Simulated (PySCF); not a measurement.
# InBr: from the state search to spectroscopic constants, part 1 of 2

What are the lowest state that PBE0 finds, the bond length, vibrational wavenumber and bond energy of InBr, and how much do these hang on the method?

Computed with PySCF 2.14.0. Level: In x2c-TZVPPall, Br x2c-TZVPPall, spin-free X2C with a Gaussian nucleus.

**1. Input**

The job is set up so:

| Quantity | Value |
| --- | --- |
| atoms | In, Br |
| charge | 0 |
| basis | In x2c-TZVPPall, Br x2c-TZVPPall |
| Hamiltonian | spin-free X2C with a Gaussian nucleus |
| basis functions | 108 |
| electrons treated | 84 |
| masses in u | 114.9039, 78.9183 |
| levels | PBE0, PBE, r²SCAN, B97-3, r²SCAN0, B2PLYP, revPBE, HSE06, HF, MP2, SCS-MP2, CCSD, CCSD(T) |
| grid | 80 radial by 434 angular points |
| occupations | held fixed by the projection of orbital angular momentum |
| dissociation limit | In + Br, each in its ground configuration |
| starting distance in angstrom | 2.505 |
| values of 2S to try | 0, 2 |

The run is started by

```bash
> OMP_NUM_THREADS=2 python dia.py task.json out
```

After the search, every level is run at each distance in turn; below they are sorted by level.

**2. Search for the lowest state**

At the starting distance of 2.505 Å the search finds these solutions (others can lie among them):

```csv
2Ms+1,unpaired,term,E (eV),⟨S²⟩,⟨Lz²⟩,μ (D)
1,none,¹Σ⁺,0.00,0.00,0.00,-3.06
3,"σ ↑, π ↑",³Π,3.23,2.01,1.00,-1.78
1,"σ ↑, π ↓",not assigned,3.68,1.01,1.00,-1.29
3,π ↑↑,not assigned,5.04,2.01,2.01,3.07
3,σ ↑↑,³Σ⁺,5.16,2.00,0.00,-0.71
3,π ↑↑,not assigned,5.18,2.01,2.01,3.15
3,"σ ↑, π ↑",³Π,6.73,2.00,1.01,3.29
```

A term symbol stands only where ⟨S²⟩ and ⟨Lz²⟩ are near those of a pure state. A positive dipole means In(−)Br(+).

The most promising solutions are followed along the bond (rough minima from three points):

| 2Ms+1 | unpaired | R at minimum (Å) | energy at minimum (eV) |
| --- | --- | --- | --- |
| 1 | none | 2.57 | 0.00 |
| 3 | σ ↑, π ↑ | 2.53 | 3.25 |

The search made 8 SCF attempts at the starting distance; with the short scans it took 29 s of wall time (2 threads of Arm Neoverse V2, shared host).

**3. The PBE0 curve of the state that the search chose**

State followed: ¹Σ⁺ (singlet), closed shell. The scan is laid around 2.568 Å.

Output of the SCF at 2.568 Å:

```text
******** <class 'pyscf.dft.uks_symm.SymAdaptedUKS'> ********
method = SymAdaptedUKS
initial guess = minao
damping factor = 0
level_shift factor = 0
DIIS = <class 'pyscf.scf.diis.CDIIS'>
diis_start_cycle = 1
diis_space = 10
diis_damp = 0
SCF conv_tol = 1e-09
SCF conv_tol_grad = None
SCF max_cycles = 60
direct_scf = False
max_memory 4200 MB (current use 770 MB)
number electrons alpha = 42  beta = 42
XC library pyscf.dft.libxc version 7.0.0
    S. Lehtola, C. Steigemann, M. J.T. Oliveira, and M. A.L. Marques.,  SoftwareX 7, 1–5 (2018)
XC functionals = PBE0
    C. Adamo and V. Barone.,  J. Chem. Phys. 110, 6158 (1999)
    M. Ernzerhof and G. E. Scuseria.,  J. Chem. Phys. 110, 5029 (1999)
small_rho_cutoff = 0
Overwritten attributes  get_hcore get_jk get_j get_k get_occ  of <class 'pyscf.dft.uks_symm.SymAdaptedUKS'>
<class 'pyscf.dft.uks_symm.SymAdaptedUKS'> does not have attributes  refdm
Set gradient conv threshold to 3.16228e-05
init E= -8486.63141103001
cycle= 1 E= -8486.64034030031  delta_E= -0.00893  |g|= 0.0178  |ddm|= 0.0576
cycle= 2 E= -8486.64022907181  delta_E= 0.000111  |g|= 0.0254  |ddm|= 0.0547
cycle= 3 E= -8486.64055135858  delta_E= -0.000322  |g|= 0.00286  |ddm|= 0.0274
cycle= 4 E= -8486.64055381954  delta_E= -2.46e-06  |g|= 0.000546  |ddm|= 0.00244
cycle= 5 E= -8486.64055400555  delta_E= -1.86e-07  |g|= 0.000162  |ddm|= 0.000882
cycle= 6 E= -8486.64055401699  delta_E= -1.14e-08  |g|= 2.03e-05  |ddm|= 0.000175
cycle= 7 E= -8486.6405540171  delta_E= -1.06e-10  |g|= 7.36e-06  |ddm|= 2.53e-05
Extra cycle  E= -8486.6405540171  delta_E= 3.64e-12  |g|= 8.57e-06  |ddm|= 1.57e-05
converged SCF energy = -8486.6405540171  <S^2> = -2.8421709e-14  2S+1 = 1
```

Points of the scan, energies from the lowest:

| R (Å) | E (eV) | μ (D) | Mulliken charge of In (e) | Mayer bond order | ⟨S²⟩ | HOMO (eV) | LUMO (eV) |
| --- | --- | --- | --- | --- | --- | --- | --- |
| 2.2085 | 0.8370 | -1.01 | 0.28 | 1.14 | 0.00 | -6.56 | -1.42 |
| 2.3112 | 0.3623 | -1.71 | 0.33 | 1.08 | 0.00 | -6.75 | -1.55 |
| 2.4139 | 0.1090 | -2.43 | 0.37 | 1.02 | 0.00 | -6.90 | -1.67 |
| 2.4910 | 0.0222 | -2.97 | 0.40 | 0.98 | 0.00 | -7.00 | -1.77 |
| 2.5680 | 0.0000 | -3.50 | 0.43 | 0.95 | 0.00 | -7.07 | -1.86 |
| 2.6450 | 0.0260 | -4.04 | 0.46 | 0.91 | 0.00 | -7.12 | -1.96 |
| 2.7478 | 0.1148 | -4.74 | 0.49 | 0.87 | 0.00 | -7.14 | -2.08 |
| 2.8762 | 0.2828 | -5.61 | 0.52 | 0.83 | 0.00 | -7.04 | -2.23 |
| 3.0302 | 0.5307 | -6.61 | 0.55 | 0.79 | 0.00 | -6.75 | -2.41 |
| 3.2357 | 0.8915 | -7.88 | 0.58 | 0.75 | 0.00 | -6.41 | -2.64 |

Fit: Re = 2.561 Å, ωe = 219.6 cm⁻¹, ωexe = 0.508 cm⁻¹, αe = 0.000185 cm⁻¹, Be = 0.05493 cm⁻¹, De = 4.18 eV, μ = -3.46 D.

Orbitals nearest the gap at 2.568 Å:

| spin | orbital | ε (eV) | filled | made of |
| --- | --- | --- | --- | --- |
| both | δ | -21.76 | yes | In d 100 % |
| both | π | -21.61 | yes | In d 100 % |
| both | π | -21.61 | yes | In d 100 % |
| both | σ | -20.53 | yes | Br s 75 %, In d 23 % |
| both | σ | -10.49 | yes | In s 59 %, Br p 37 % |
| both | π | -7.74 | yes | Br p 94 % |
| both | π | -7.74 | yes | Br p 94 % |
| both | σ | -7.07 | yes | Br p 46 %, In s 37 %, In p 16 % |
| both | π | -1.86 | no | In p 96 % |
| both | π | -1.86 | no | In p 96 % |
| both | σ | -0.02 | no | In p 83 % |

Polarisability there: 87.0 bohr³ along the bond, 49.4 across it. Without diffuse functions these come out too small, above all across the bond.

**4. Orbitals, density and potential**

Orbitals, density, ELF and potential are computed afterwards from the orbital file.

Frontier orbitals at PBE0, with the share of their density that lies nearest to each atom:

```csv
orbital,energy (eV),lies on
HOMO,-7.07,In1 53 %; Br2 47 %
LUMO,-1.86,In1 92 %; Br2 8 %
```

ELF in a plane through or near 2 of the atoms.

Ten even steps from '0' (0.00) to '9' (0.95):
```
0000001110000000000000000000
0001345431000000122110000000
0025787543100001344332100000
0268887543210113566654210000
0489876543211124667765321000
2799876432221235788887532000
5999864222221247888888753100
7999753356521357743478764100
8998743577752257425338874200
8998743765662257365737875210
8998743755662257365737875210
8998743676752257425338874200
7999753356521357743478764100
5999864222221247888888753100
2799876432221235788887532000
0489876543211124677765321000
0268887543210113566654210000
0025777542100001344332100000
0001345431000000122110000000
0000001110000000000000000000
```
The map spans 7.8 Å across and 5.2 Å up, centred on the molecule. Atoms in the plane (x, y in Å): In1 (-1.3, 0.0), Br2 (1.3, 0.0).

On the surface of density 0.002 e/bohr³ the electrostatic potential runs, from the 1st to the 99th percentile, from -0.92 V near Br2 to 1.88 V near In1.

**5. Excited determinants**

State 2: ³Π (triplet), unpaired electrons σ ↑, π ↑, an excited solution.

Log of the SCF at 2.568 Å:

```text
[... 13 set-up lines left out, the same as in an earlier log ...]
max_memory 4200 MB (current use 824 MB)
number electrons alpha = 43  beta = 41
[... 7 set-up lines left out, the same as in an earlier log ...]
init E= -8486.50874379168
cycle= 1 E= -8486.52059354129  delta_E= -0.0118  |g|= 0.0135  |ddm|= 0.0492
cycle= 2 E= -8486.52058188299  delta_E= 1.17e-05  |g|= 0.0177  |ddm|= 0.0385
cycle= 3 E= -8486.52072434933  delta_E= -0.000142  |g|= 0.00244  |ddm|= 0.0185
cycle= 4 E= -8486.5207274725  delta_E= -3.12e-06  |g|= 0.00115  |ddm|= 0.0039
cycle= 5 E= -8486.52072898614  delta_E= -1.51e-06  |g|= 0.000359  |ddm|= 0.00277
cycle= 6 E= -8486.52072932665  delta_E= -3.41e-07  |g|= 0.000119  |ddm|= 0.00211
cycle= 7 E= -8486.52072934106  delta_E= -1.44e-08  |g|= 3.68e-05  |ddm|= 0.000398
cycle= 8 E= -8486.52072934152  delta_E= -4.55e-10  |g|= 9.55e-06  |ddm|= 4.68e-05
Extra cycle  E= -8486.52072934149  delta_E= 2.91e-11  |g|= 1.35e-05  |ddm|= 3.12e-05
converged SCF energy = -8486.52072934149  <S^2> = 2.005794  2S+1 = 3.0038602
```

Re = 2.511 Å, ωe = 217.2 cm⁻¹, ωexe = 1.12 cm⁻¹, αe = 0.000287 cm⁻¹, Be = 0.05716 cm⁻¹, μ = -1.79 D. Its minimum lies 3.25 eV above that of the lowest state.

Energy (eV) from the lowest point of the lowest state:

```
R (Å)  lowest  state 2
2.208   0.837    3.863
2.311   0.362    3.474
2.414   0.109    3.293
2.491   0.022    3.250
2.568   0.000    3.261
2.645   0.026    3.307
2.748   0.115    3.402
2.876   0.283    3.542
3.030   0.531    3.706
3.236   0.891    3.883
```

**6. PBE (GGA)**

Output of the SCF at 2.568 Å:

```text
[... 17 set-up lines left out, the same as in an earlier log ...]
XC functionals = PBE
    J. P. Perdew, K. Burke, and M. Ernzerhof.,  Phys. Rev. Lett. 77, 3865 (1996)
    J. P. Perdew, K. Burke, and M. Ernzerhof.,  Phys. Rev. Lett. 78, 1396 (1997)
    J. P. Perdew, K. Burke, and M. Ernzerhof.,  Phys. Rev. Lett. 77, 3865 (1996)
    J. P. Perdew, K. Burke, and M. Ernzerhof.,  Phys. Rev. Lett. 78, 1396 (1997)
[... 2 set-up lines left out, the same as in an earlier log ...]
init E= -8486.50181484059
cycle= 1 E= -8486.5036151671  delta_E= -0.0018  |g|= 0.06  |ddm|= 0.119
cycle= 2 E= -8486.50174750762  delta_E= 0.00187  |g|= 0.0834  |ddm|= 0.111
cycle= 3 E= -8486.50428086879  delta_E= -0.00253  |g|= 0.018  |ddm|= 0.0917
cycle= 4 E= -8486.50448466542  delta_E= -0.000204  |g|= 0.00201  |ddm|= 0.0233
cycle= 5 E= -8486.50448569789  delta_E= -1.03e-06  |g|= 0.000453  |ddm|= 0.00272
cycle= 6 E= -8486.50448583409  delta_E= -1.36e-07  |g|= 9.47e-05  |ddm|= 0.00074
cycle= 7 E= -8486.50448583755  delta_E= -3.45e-09  |g|= 3.43e-05  |ddm|= 0.000116
cycle= 8 E= -8486.50448583858  delta_E= -1.03e-09  |g|= 3.07e-06  |ddm|= 5.19e-05
cycle= 9 E= -8486.50448583858  delta_E= -1.82e-12  |g|= 7.78e-07  |ddm|= 5.18e-06
Extra cycle  E= -8486.50448583858  delta_E=    0  |g|= 1.14e-06  |ddm|= 2.07e-06
converged SCF energy = -8486.50448583858  <S^2> = -2.8421709e-14  2S+1 = 1
```

Re = 2.584 Å, ωe = 212.3 cm⁻¹, ωexe = 0.501 cm⁻¹, αe = 0.000185 cm⁻¹, Be = 0.05398 cm⁻¹, De = 4.28 eV, μ = -3.39 D.

**7. r²SCAN (meta-GGA)**

Output of the SCF at 2.568 Å:

```text
[... 17 set-up lines left out, the same as in an earlier log ...]
XC functionals = R2SCAN
    J. W. Furness, A. D. Kaplan, J. Ning, J. P. Perdew, and J. Sun.,  J. Phys. Chem. Lett. 11, 8208-8215 (2020)
    J. W. Furness, A. D. Kaplan, J. Ning, J. P. Perdew, and J. Sun.,  J. Phys. Chem. Lett. 11, 9248-9248 (2020)
    J. W. Furness, A. D. Kaplan, J. Ning, J. P. Perdew, and J. Sun.,  J. Phys. Chem. Lett. 11, 8208-8215 (2020)
    J. W. Furness, A. D. Kaplan, J. Ning, J. P. Perdew, and J. Sun.,  J. Phys. Chem. Lett. 11, 9248-9248 (2020)
[... 2 set-up lines left out, the same as in an earlier log ...]
init E= -8487.26769065873
cycle= 1 E= -8487.26882538052  delta_E= -0.00113  |g|= 0.0157  |ddm|= 0.0857
cycle= 2 E= -8487.26878705738  delta_E= 3.83e-05  |g|= 0.0179  |ddm|= 0.0305
cycle= 3 E= -8487.26888476595  delta_E= -9.77e-05  |g|= 0.00288  |ddm|= 0.0188
cycle= 4 E= -8487.26888833129  delta_E= -3.57e-06  |g|= 0.000579  |ddm|= 0.00328
cycle= 5 E= -8487.26888846546  delta_E= -1.34e-07  |g|= 0.000124  |ddm|= 0.000899
cycle= 6 E= -8487.2688884767  delta_E= -1.12e-08  |g|= 2.42e-05  |ddm|= 0.000154
cycle= 7 E= -8487.26888847701  delta_E= -3.04e-10  |g|= 8.63e-06  |ddm|= 2.99e-05
Extra cycle  E= -8487.268888477  delta_E= 5.46e-12  |g|= 9.64e-06  |ddm|= 2.36e-05
converged SCF energy = -8487.268888477  <S^2> = -4.2632564e-14  2S+1 = 1
```

Re = 2.558 Å, ωe = 221.8 cm⁻¹, ωexe = 0.514 cm⁻¹, αe = 0.000184 cm⁻¹, Be = 0.05505 cm⁻¹, De = 4.29 eV, μ = -3.30 D. 49 s of CPU time for 12 points, integrals apart.

**8. B97-3 (global hybrid GGA)**

The SCF at the reference distance, 2.568 Å, printed:

```text
[... 13 set-up lines left out, the same as in an earlier log ...]
max_memory 4200 MB (current use 825 MB)
[... 3 set-up lines left out, the same as in an earlier log ...]
XC functionals = HYB_GGA_XC_B97_3
    T. W. Keal and D. J. Tozer.,  J. Chem. Phys. 123, 121103 (2005)
[... 2 set-up lines left out, the same as in an earlier log ...]
init E= -8486.69768327556
cycle= 1 E= -8486.69800065913  delta_E= -0.000317  |g|= 0.0203  |ddm|= 0.0774
cycle= 2 E= -8486.69799465181  delta_E= 6.01e-06  |g|= 0.0183  |ddm|= 0.0236
cycle= 3 E= -8486.69806603131  delta_E= -7.14e-05  |g|= 0.00197  |ddm|= 0.0129
cycle= 4 E= -8486.69806811388  delta_E= -2.08e-06  |g|= 0.000459  |ddm|= 0.00251
cycle= 5 E= -8486.69806817011  delta_E= -5.62e-08  |g|= 8.54e-05  |ddm|= 0.000635
cycle= 6 E= -8486.69806817463  delta_E= -4.52e-09  |g|= 2.02e-05  |ddm|= 0.000149
cycle= 7 E= -8486.69806817481  delta_E= -1.82e-10  |g|= 5.34e-06  |ddm|= 2.64e-05
Extra cycle  E= -8486.69806817481  delta_E= -3.64e-12  |g|= 6.9e-06  |ddm|= 1.32e-05
converged SCF energy = -8486.69806817481  <S^2> = -2.8421709e-14  2S+1 = 1
```

Re = 2.588 Å, ωe = 212.4 cm⁻¹, ωexe = 0.503 cm⁻¹, αe = 0.000184 cm⁻¹, Be = 0.05380 cm⁻¹, De = 4.16 eV, μ = -3.74 D.

**9. r²SCAN0 (hybrid meta-GGA)**

Output of the SCF at 2.568 Å:

```text
[... 17 set-up lines left out, the same as in an earlier log ...]
XC functionals = HYB_MGGA_XC_R2SCAN0
    M. Bursch, H. Neugebauer, S. Ehlert, and S. Grimme.,  J. Chem. Phys. 156, 134105 (2022)
[... 2 set-up lines left out, the same as in an earlier log ...]
init E= -8487.2221500445
cycle= 1 E= -8487.22301884252  delta_E= -0.000869  |g|= 0.0235  |ddm|= 0.0612
cycle= 2 E= -8487.22300760468  delta_E= 1.12e-05  |g|= 0.0214  |ddm|= 0.0232
cycle= 3 E= -8487.22310287175  delta_E= -9.53e-05  |g|= 0.00233  |ddm|= 0.0145
cycle= 4 E= -8487.22310592461  delta_E= -3.05e-06  |g|= 0.000462  |ddm|= 0.00326
cycle= 5 E= -8487.22310599142  delta_E= -6.68e-08  |g|= 0.000132  |ddm|= 0.000512
cycle= 6 E= -8487.22310600082  delta_E= -9.4e-09  |g|= 1.58e-05  |ddm|= 0.000159
cycle= 7 E= -8487.22310600097  delta_E= -1.49e-10  |g|= 5.59e-06  |ddm|= 3.2e-05
Extra cycle  E= -8487.22310600096  delta_E= 5.46e-12  |g|= 5.08e-06  |ddm|= 8.67e-06
converged SCF energy = -8487.22310600096  <S^2> = -2.8421709e-14  2S+1 = 1
```

Re = 2.548 Å, ωe = 225.2 cm⁻¹, ωexe = 0.517 cm⁻¹, αe = 0.000185 cm⁻¹, Be = 0.05552 cm⁻¹, De = 4.16 eV, μ = -3.39 D. 49 s of CPU time for 12 points, integrals apart.

(Continued in part 2 of 2.)
